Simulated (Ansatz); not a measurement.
# HKS, SMILES [SH][K]: vertical and adiabatic energies of changing the electron count

Computed with Ansatz 0.2.0 through its Python package.

At the Python prompt:
```pycon
>>> import itertools
>>> import ansatz as az
>>> from ase.data import atomic_numbers, covalent_radii
>>> import numpy as np
>>> params = {
...     "basis": "def2-TZVP",
...     "xc": "r2scan",
...     "charge": 1,
... }
>>> GEOMETRY = """
... S    -0.59370   -0.75010   -0.41470
... K     1.69800    0.05580    0.93810
... H    -1.11530    0.62950   -0.53670
... """
>>> molecule = az.Crystal.molecule()
>>> for line in GEOMETRY.strip().splitlines():
...     symbol, *xyz = line.split()
...     molecule = molecule.atom(symbol, [float(v) for v in xyz])
...
>>> base = molecule.calculation().basis(gaussian=params["basis"]).functional(params["xc"])
>>> symbols = [site.symbol for site in molecule.cartesian_sites]
>>> start = np.array([site.position_ang for site in molecule.cartesian_sites], dtype=float)
>>> report = base.relax(force_tolerance=0.01, max_steps=100).run().report
>>> end = np.array(report["positions_ang"])
>>> minimum = az.Crystal.molecule()
>>> for symbol, place in zip(symbols, end):
...     minimum = minimum.atom(symbol, place.tolist())
...
>>> ion = (
...     minimum.calculation()
...     .basis(gaussian=params["basis"])
...     .functional(params["xc"])
...     .charge(params["charge"])
...     .spin("collinear", total=1)
... )
>>> vertical = ion.run().report
>>> settled = ion.relax(force_tolerance=0.01, max_steps=80).run().report
>>> print(f"vertical ionisation energy   {vertical['free_energy_ev'] - report['free_energy_ev']:.3f} eV")
vertical ionisation energy   6.972 eV
>>> print(f"adiabatic, no zero point     {settled['free_energy_ev'] - report['free_energy_ev']:.3f} eV")
adiabatic, no zero point     6.763 eV
>>> print(f"relaxation energy of the ion {vertical['free_energy_ev'] - settled['free_energy_ev']:.3f} eV")
relaxation energy of the ion 0.209 eV
>>> ionised = np.array(settled["positions_ang"])
>>> # pairs closer than 1.2 times the sum of covalent radii, before or after
>>> radius = [covalent_radii[atomic_numbers[s]] for s in symbols]
>>> span = lambda where, i, j: np.linalg.norm(where[i] - where[j])
>>> bonded = [(i, j) for i, j in itertools.combinations(range(len(symbols)), 2) if min(span(end, i, j), span(ionised, i, j)) < 1.2 * (radius[i] + radius[j])]
>>> print("pair        before    after (A)")
pair        before    after (A)
>>> for i, j in bonded:
...     print(f"{symbols[i]}{i}-{symbols[j]}{j}".ljust(10), f"{span(end, i, j):8.4f} {span(ionised, i, j):8.4f}")
...
S0-K1        2.8386   3.3124
S0-H2        1.3450   1.3479
```

The energies are electronic: no zero-point or thermal terms, and the basis set is short of its limit. The product may relax into another structure. The relaxation finds the nearest minimum, so the adiabatic value is an upper bound. Wall time of the script: 2.3 min on 1 thread of Arm Neoverse V2 (shared host), peak memory 0.3 GiB.
